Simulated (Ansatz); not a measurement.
**Ti3Al (Fm-3m): equation of state with a fit in Python**

Aim: an equation of state with a fit, for Ti3Al (Fm-3m), run from a script.

Program: Ansatz 0.2.0, driven from Python. Level of theory: DFT PBEsol, plane waves, PAW. These are calculated values, not measurements.

## (1) The system

The structure is cubic, space group Fm-3m (No. 225). Conventional cell: a = 6.464 Å, b = 6.464 Å, c = 6.464 Å, α = 90.00°, β = 90.00°, γ = 90.00°. Ti (site symmetry -43m) is surrounded by 4 Ti at 2.80 Å and 4 Al at 2.80 Å. Around Ti (site symmetry m-3m) lie 8 Ti at 2.80 Å. Around Al (site symmetry m-3m) lie 8 Ti at 2.80 Å.

No structure file is read: the coordinates are typed or built in the script.

## (2) The script

eos_ti3al.py

```python
'''Bulk modulus of Ti3Al from an E(V) curve.'''

import warnings

import ansatz as az
import numpy as np

vectors0 = np.array([
    [0.0, 3.231781, 3.231781],
    [3.231781, 0.0, 3.231781],
    [3.231781, 3.231781, 0.0],
])
sites = [
    ('Ti', (0.75, 0.75, 0.75)),
    ('Ti', (0.25, 0.25, 0.25)),
    ('Ti', (0.0, 0.0, 0.0)),
    ('Al', (0.5, 0.5, 0.5)),
]


def on_lattice(cell):
    crystal = az.Crystal(lattice=az.Lattice.of(cell))
    for symbol, position in sites:
        crystal = crystal.atom(symbol, position)
    return crystal

warnings.simplefilter('ignore', az.DeckWarning)

# scale the volume, keep shape and fractions
volumes, energies, pressures = [], [], []
for scale in np.linspace(0.94, 1.06, 7):
    cell = vectors0 * scale ** (1 / 3)
    model = (
        on_lattice(cell).calculation()
        .scf(tolerance=1e-09, self_checks='high')
        .occupations('fermi_dirac', width=50 * az.meV)
        .functional('PBEsol')
        .mixing('msr1', beta=0.2)
        .basis(470)
        .kpoints(6, 6, 6)
        .stress()
    )
    summary = model.run().report
    volumes.append(abs(np.linalg.det(cell)) / len(sites))
    energies.append(summary['free_energy_ev'] / len(sites))
    pressures.append(np.trace(summary['stress_gpa']) / 3)
    print(f'V = {volumes[-1]:8.4f} A^3/atom  F = {energies[-1]:.5f} eV/atom  P = {pressures[-1]:8.3f} GPa')

# third-order Birch-Murnaghan: a cubic in V^(-2/3)
x = np.array(volumes) ** (-2 / 3)
poly = np.polynomial.Polynomial.fit(x, energies, 3).convert()
roots = poly.deriv().roots()
x0 = min((r.real for r in roots if abs(r.imag) < 1e-9 and poly.deriv(2)(r.real) > 0), key=lambda r: abs(r - x.mean()))
v0 = x0 ** -1.5
b0 = 4 / 9 * poly.deriv(2)(x0) * v0 ** (-7 / 3) * 160.21766
b1 = 4 + 2 / 3 * x0 * poly.deriv(3)(x0) / poly.deriv(2)(x0)
print(f'V0 = {v0:.4f} A^3/atom, B0 = {b0:.1f} GPa, dB/dP = {b1:.2f}')
```

## (3) The input behind the calls

The engine receives this input (first run):

```yaml
crystal:
  lattice:
    - [0.0, 3.165807774010886, 3.165807774010886]
    - [3.165807774010886, 0.0, 3.165807774010886]
    - [3.165807774010886, 3.165807774010886, 0.0]
  atoms:
    - { symbol: Ti, position: [0.75, 0.75, 0.75] }
    - { symbol: Ti, position: [0.25, 0.25, 0.25] }
    - { symbol: Ti, position: [0.0, 0.0, 0.0] }
    - { symbol: Al, position: [0.5, 0.5, 0.5] }
basis:
  ecutwfc: 470.0
kpoints:
  mp_grid:
    grid: [6, 6, 6]
hamiltonian:
  xc: pbesol
scf:
  self_checks: high
  convergence:
    dr2_threshold: 1.0e-09
  mixing:
    algorithm: msr1
    beta: 0.2
  occupations:
    method: fermi_dirac
    width: 0.05
output:
  stress: true
```

## (4) Launch

Command:

```console
python eos_ti3al.py
```

**Question.** Where does the minimum lie against the volume typed, and how stiff is the crystal?

The runs gave:

| quantity | value |
| --- | --- |
| runs compared | 7 |
| range of energy | 59.59 meV/atom |
| lowest point, volume (Å³/atom) | 16.202 |
| equilibrium volume (fit) | 16.15 Å³/atom |
| bulk modulus (fit) | 120 GPa |

A third-order Birch-Murnaghan fit through the 7 points (the script's own form may differ a little) has its minimum at 16.15 Å³ an atom, 4.3 % below the typed cell, with a bulk modulus of 120 GPa and dB/dP = 3.8. From that minimum the energy rises by 1.9 meV an atom on the compressed side and 59.7 meV on the expanded side. The window is off centre, so dB/dP is rough. Reading the output:
- These settings explore the input space; cutoff and mesh may be short of convergence.
- The mesh is modest for a metal, so energies are good to some meV an atom at best, and derived values to several per cent.
- The smearing is wide enough that free energy and stress hold a thermal part of the electrons.
- The program warned that this SCF threshold is loose for forces or stresses.
- This cell is a computed structure, which may not be the phase found in nature.
